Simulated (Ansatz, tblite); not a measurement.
**GeHMe2(nBu) (C6H16Ge): one state, many levels**

One table from this session's results is given with a row withheld; the runs are named, their logs left out.

The runs use Ansatz 0.2.0, Gaussian basis; as each input shows.

Plan: GFN1-xTB, GFN2-xTB, PBE-D4/def2-TZVP, r2SCAN-D4/def2-TZVP, r2SCAN0-D4/def2-TZVP, B3LYP-D4/def2-TZVP, CAM-B3LYP-D4/def2-TZVP, PBE-D4/def2-SVP, PBE0-D4/def2-SVP, HF/STO-3G, MP2/def2-TZVP, RPA/def2-TZVP.

2 further runs of the same task are left out: 2 set aside as unsound or not needed. Runs told in other sessions of the task aren't counted.

**The relaxed structure**

The geometry is that of the singlet, from an earlier relaxation (r2SCAN-D4/def2-SVP).

23 atoms, charge 0, spin multiplicity 1.

Bond lengths: C1–Ge7 1.957 Å, C1–H9 1.101 Å, C1–H10 1.101 Å, C1–H11 1.101 Å, C2–Ge7 1.958 Å, C2–H12 1.101 Å, C2–H13 1.101 Å, C2–H14 1.102 Å, C3–C4 1.531 Å, C3–Ge7 1.965 Å, C3–H15 1.107 Å, C3–H16 1.104 Å, C4–C5 1.533 Å, C4–H17 1.107 Å, C4–H18 1.105 Å, C5–C6 1.526 Å, C5–H19 1.105 Å, C5–H20 1.107 Å and more. Angles: Ge7–C1–H9 110.9°, Ge7–C1–H10 110.3°, Ge7–C1–H11 111.0°, H9–C1–H10 108.2°, H9–C1–H11 108.2°, H10–C1–H11 108.2°, Ge7–C2–H12 110.7°, Ge7–C2–H13 111.2°, Ge7–C2–H14 110.4°, H12–C2–H13 108.0°, H12–C2–H14 108.2°, H13–C2–H14 108.3°, C4–C3–Ge7 114.0°, C4–C3–H15 110.2°, C4–C3–H16 110.9°, Ge7–C3–H15 107.6°, Ge7–C3–H16 107.6°, H15–C3–H16 106.1° and more.

PBE0-D4/def2-TZVP was run before; its log isn't repeated, and its numbers join the tables.

Set-up of the first run:

Tight binding, by tblite at 300 K electronic temperature and without a spin-polarisation term:

```python
tblite.interface.Calculator('GFN1-xTB', numbers, positions, charge=0, uhf=0).singlepoint()
```

Tight binding, by tblite at 300 K electronic temperature and without a spin-polarisation term:

```python
tblite.interface.Calculator('GFN2-xTB', numbers, positions, charge=0, uhf=0).singlepoint()
```

start.molden holds the orbitals of an earlier run on this state, given as this run's starting guess.

The input, in.yaml:

```yaml
crystal:
  periodic: [false, false, false]
  atoms:
    - {symbol: C, position_ang: [2.800313, 1.569680, -0.491943]}
    - {symbol: C, position_ang: [-0.092744, 2.888155, -0.113630]}
    - {symbol: C, position_ang: [0.214458, -0.308692, -0.207388]}
    - {symbol: C, position_ang: [-1.162347, -0.561595, 0.411534]}
    - {symbol: C, position_ang: [-1.863503, -1.829383, -0.089513]}
    - {symbol: C, position_ang: [-1.131182, -3.125483, 0.244124]}
    - {symbol: Ge, position_ang: [1.052364, 1.373674, 0.366551]}
    - {symbol: H, position_ang: [1.234974, 1.343380, 1.902928]}
    - {symbol: H, position_ang: [3.290154, 2.503983, -0.177242]}
    - {symbol: H, position_ang: [2.687944, 1.592959, -1.587413]}
    - {symbol: H, position_ang: [3.463061, 0.729985, -0.231803]}
    - {symbol: H, position_ang: [0.384240, 3.840224, 0.166001]}
    - {symbol: H, position_ang: [-1.065250, 2.831066, 0.399031]}
    - {symbol: H, position_ang: [-0.275509, 2.901224, -1.200146]}
    - {symbol: H, position_ang: [0.138696, -0.286237, -1.311117]}
    - {symbol: H, position_ang: [0.912814, -1.128661, 0.035820]}
    - {symbol: H, position_ang: [-1.067242, -0.614872, 1.513294]}
    - {symbol: H, position_ang: [-1.820336, 0.303777, 0.211035]}
    - {symbol: H, position_ang: [-2.880298, -1.864530, 0.342185]}
    - {symbol: H, position_ang: [-2.002763, -1.754043, -1.184806]}
    - {symbol: H, position_ang: [-1.705349, -4.006088, -0.084419]}
    - {symbol: H, position_ang: [-0.144730, -3.177526, -0.244682]}
    - {symbol: H, position_ang: [-0.967732, -3.220988, 1.331599]}
basis:
  gaussian: {orbitals: def2-TZVP, initial_orbitals: start.molden}
hamiltonian: {xc: pbe, dispersion: d4}
scf: {omitted_lower_state_checks: [starts]}
output: {forces: true, orbitals: {seedname: orbitals}}
```

Command:

```console
ansatz run in.yaml --threads 4 --pin off --events-out ev --progress --plain --max-ram 4787MiB
```

Among the steps run: PBE-D4/def2-TZVP; r2SCAN-D4/def2-TZVP; r2SCAN0-D4/def2-TZVP; B3LYP-D4/def2-TZVP; CAM-B3LYP-D4/def2-TZVP; PBE-D4/def2-SVP; PBE0-D4/def2-SVP; HF/STO-3G; MP2/def2-TZVP; RPA/def2-TZVP.

One of the session's tables, all rows but one given; the rest of the session is left out.

It belongs to the step «Binding energy». 

| level | binding an atom (eV) |
| --- | --- |
| HF/STO-3G | 3.893 |
| HF/def2-TZVP | 2.975 |
| PBE-D4/def2-SVP | 3.993 |
| PBE-D4/def2-TZVP | 3.967 |
| r2SCAN-D4/def2-TZVP | ? |
| B3LYP-D4/def2-TZVP | 3.916 |
| PBE0-D4/def2-SVP | 3.967 |
| PBE0-D4/def2-TZVP | 3.935 |
| r2SCAN0-D4/def2-TZVP | 3.898 |
| CAM-B3LYP-D4/def2-TZVP | 3.933 |
| MP2/def2-TZVP | 3.817 |

Estimate the missing values for r2SCAN-D4/def2-TZVP.

**Answer.** binding an atom (eV): 3.925. In the column «binding an atom (eV)» it lies between B3LYP-D4/def2-TZVP (3.916) and CAM-B3LYP-D4/def2-TZVP (3.933).

Caveats from the session: Free atoms were run apart at each level; binding is atoms less cluster, divided by the number of atoms, without zero-point or spin-orbit terms.
